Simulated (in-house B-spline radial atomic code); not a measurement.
**Mo²⁺: excited configurations**

How much energy does it take to promote electrons of Mo²⁺ to other shells? Each configuration is solved by itself and compared with the reference.

Method: Dirac-Hartree-Fock, average of configuration, Fermi nucleus, basis-set limit. Code: in-house B-spline radial atomic code version 1.

## (1) Starting point

```
element       : molybdenum (Z = 42)
charge        : +2
electrons     : 40
configuration : [Kr] 4d4
Hamiltonian   : Dirac-Coulomb
nucleus       : Fermi, rms radius 4.409 fm
```

Outer shells as boxes (Hund's rule):

[Kr] 4d4
```
[Kr] core
4d [↑ ][↑ ][↑ ][↑ ][  ]
```

The boxes only draw the lowest term's filling; these runs average over all states of the configuration.

The run's settings:

```ini
Z = 42
electrons = 40.0
configuration = [Kr] 4d4
hamiltonian = dirac
method = hf
spin_polarised = False
nucleus = fermi
rms_radius = 4.4091
mass_number = 98
atomic_mass = 97.905403609
speed_of_light = 137.035999084
```

This reference run was done before. Its total energy is -4046.431915 hartree, and its levels are (the highest eight at most):

| orbital | occupation | energy (eV) | <r> (bohr) |
| --- | --- | --- | --- |
| 3p3/2 | 4 | -435.91 | 0.4314 |
| 3d3/2 | 4 | -270.79 | 0.4120 |
| 3d5/2 | 6 | -267.36 | 0.4154 |
| 4s1/2 | 2 | -98.255 | 1.112 |
| 4p1/2 | 2 | -68.607 | 1.215 |
| 4p3/2 | 4 | -65.940 | 1.242 |
| 4d3/2 | 1.6 | -26.354 | 1.707 |
| 4d5/2 | 2.4 | -26.125 | 1.722 |

## (2) Configuration [Ar] 3d9 4s2 4p6 4d4 5f1

The run's settings:

```ini
Z = 42
electrons = 40.0
configuration = [Ar] 3d9 4s2 4p6 4d4 5f1
hamiltonian = dirac
method = hf
spin_polarised = False
nucleus = fermi
rms_radius = 4.4091
mass_number = 98
atomic_mass = 97.905403609
speed_of_light = 137.035999084
```

## (3) Configuration [Ar] 3d9 4s2 4p6 4d4 6f1

The settings differ from step 2 so:

```diff
@@ -2,3 +2,3 @@
 electrons = 40.0
-configuration = [Ar] 3d9 4s2 4p6 4d4 5f1
+configuration = [Ar] 3d9 4s2 4p6 4d4 6f1
 hamiltonian = dirac
```

## (4) Run with [Ar] 3d9 4s2 4p6 4d4 5g1

The settings differ from step 3 so:

```diff
@@ -2,3 +2,3 @@
 electrons = 40.0
-configuration = [Ar] 3d9 4s2 4p6 4d4 6f1
+configuration = [Ar] 3d9 4s2 4p6 4d4 5g1
 hamiltonian = dirac
```

## (5) Configuration [Kr] 4d3 6p1

The settings differ from step 4 so:

```diff
@@ -2,3 +2,3 @@
 electrons = 40.0
-configuration = [Ar] 3d9 4s2 4p6 4d4 5g1
+configuration = [Kr] 4d3 6p1
 hamiltonian = dirac
```

## (6) [Ar] 3d10 4s2 4p5 4d4 8f1

The settings differ from step 5 so:

```diff
@@ -2,3 +2,3 @@
 electrons = 40.0
-configuration = [Kr] 4d3 6p1
+configuration = [Ar] 3d10 4s2 4p5 4d4 8f1
 hamiltonian = dirac
```

## (7) Run with [Ar] 3d10 4s2 4p5 4d4 8s1

The settings differ from step 6 so:

```diff
@@ -2,3 +2,3 @@
 electrons = 40.0
-configuration = [Ar] 3d10 4s2 4p5 4d4 8f1
+configuration = [Ar] 3d10 4s2 4p5 4d4 8s1
 hamiltonian = dirac
```

## (8) Configuration [Ar] 3d10 4s2 4p5 4d4 8p1

The settings differ from step 7 so:

```diff
@@ -2,3 +2,3 @@
 electrons = 40.0
-configuration = [Ar] 3d10 4s2 4p5 4d4 8s1
+configuration = [Ar] 3d10 4s2 4p5 4d4 8p1
 hamiltonian = dirac
```

## (9) [Ar] 3d9 4s2 4p6 4d4 4f1

The settings differ from step 8 so:

```diff
@@ -2,3 +2,3 @@
 electrons = 40.0
-configuration = [Ar] 3d10 4s2 4p5 4d4 8p1
+configuration = [Ar] 3d9 4s2 4p6 4d4 4f1
 hamiltonian = dirac
```

How far above the reference does each configuration lie (order and size, in eV)?

The runs gave:

| net move | configuration | energy above the reference (eV) | with Breit, QED, recoil (eV) | largest <r> (bohr) |
| --- | --- | --- | --- | --- |
| 4d → 6p | [Kr] 4d3 6p1 | 16.606 | 16.619 | 6.91 |
| 4p → 8s | [Ar] 3d10 4s2 4p5 4d4 8s1 | 60.633 | 60.586 | 14.9 |
| 4p → 8p | [Ar] 3d10 4s2 4p5 4d4 8p1 | 61.106 | 61.058 | 16.5 |
| 4p → 8f | [Ar] 3d10 4s2 4p5 4d4 8f1 | 62.799 | 62.751 | 28.9 |
| 3d → 4f | [Ar] 3d9 4s2 4p6 4d4 4f1 | 249.32 | 249.29 | 5.62 |
| 3d → 5f | [Ar] 3d9 4s2 4p6 4d4 5f1 | 252.12 | 252.09 | 9.90 |
| 3d → 5g | [Ar] 3d9 4s2 4p6 4d4 5g1 | 252.29 | 252.26 | 9.15 |
| 3d → 6f | [Ar] 3d9 4s2 4p6 4d4 6f1 | 253.67 | 253.64 | 15.2 |

Quantum defects of the promoted electron, δ = n − ζ/√(−2ε) with ζ = 3 and ε its orbital energy in hartree:

| promotion | δ |
| --- | --- |
| 4d → 6p | 2.237 |
| 4p → 8s | 2.562 |
| 4p → 8p | 2.222 |
| 4p → 8f | 0.125 |
| 3d → 5f | 0.085 |
| 3d → 5g | 0.001 |
| 3d → 6f | 0.101 |

**Reading.** The lowest of them is 4d → 6p at 16.606 eV and the highest 3d → 6f at 253.67 eV. 7 of them lie above the ionisation threshold that Koopmans' theorem gives (26.125 eV), where such states can decay by emitting an electron. The defect is largest for 8s (2.56) and least for 5g (0.00): low angular momentum penetrates the core, high angular momentum stays outside it. Two partly filled shells share a symmetry and can mix in the average, which may lower the energy, for: 4p → 8p; 3d → 4f; 3d → 5f; 3d → 5g; 3d → 6f. These are averages over configurations, without correlation, not spectroscopic levels.
